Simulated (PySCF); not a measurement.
# C9H6F2: the cost of one run

Programs: PySCF 2.14.0, with density-fitted response routines of our own. Each step states its level of theory. These are calculated values for one molecule, in the gas phase or a continuum, unless marked as measured. Atoms are numbered from 0 throughout.

### 1 Starting geometry

17 atoms, charge 0, multiplicity 1; geometry from: GFN2-xTB. The atoms were then displaced at random by about 0.01 Å, so the start is not that level's minimum.

Bonds of the start (Å): C0–C1 1.20, C1–C2 1.45, C2–C3 1.56, C3–C4 1.38, C4–C5 1.38, C5–C6 1.39, C6–C7 1.39, C7–F8 1.33, C7–C9 1.40, C9–F10 1.35, C9–C3 1.36, C0–H11 1.05, C2–H12 1.09, C2–H13 1.10, C4–H14 1.09, C5–H15 1.08, C6–H16 1.07.

### 2 Geometry optimisation at PBE0-D3(BJ)/def2-SVP

The job: settings as JSON, then the geometry in Å.

```
{"job": {"xc": "PBE0", "basis": "def2-SVP", "d3": "d3bj", "grid": 1, "shake": 0.01, "kind": "geom"}, "charge": 0, "multiplicity": 1}
C     -3.121950    -1.082050     1.223630
C     -2.507720    -0.493210     0.381610
C     -1.740310     0.198260    -0.631800
C     -0.209310     0.164690    -0.332200
C      0.354920    -0.941970     0.264800
C      1.714730    -0.954790     0.518370
C      2.525160     0.113080     0.166960
C      1.945460     1.217550    -0.442290
F      2.688690     2.269400    -0.768810
C      0.561530     1.234260    -0.673910
F      0.005950     2.314890    -1.265150
H     -3.706860    -1.547330     1.956100
H     -1.929550    -0.262430    -1.605330
H     -2.075370     1.241050    -0.685310
H     -0.265970    -1.783610     0.557870
H      2.164150    -1.807420     0.998960
H      3.579940     0.131450     0.346670
```

Started as:

```sh
> OMP_NUM_THREADS=1 python probes_run.py task.json out
```

One launch serves the whole session: the jobs run in the order shown.

**Question.** How long does this first job take on 1 thread of Intel Xeon Platinum 8488C, shared host, and how much memory does it need?

About 4 min, with a peak of 0.88 GiB.
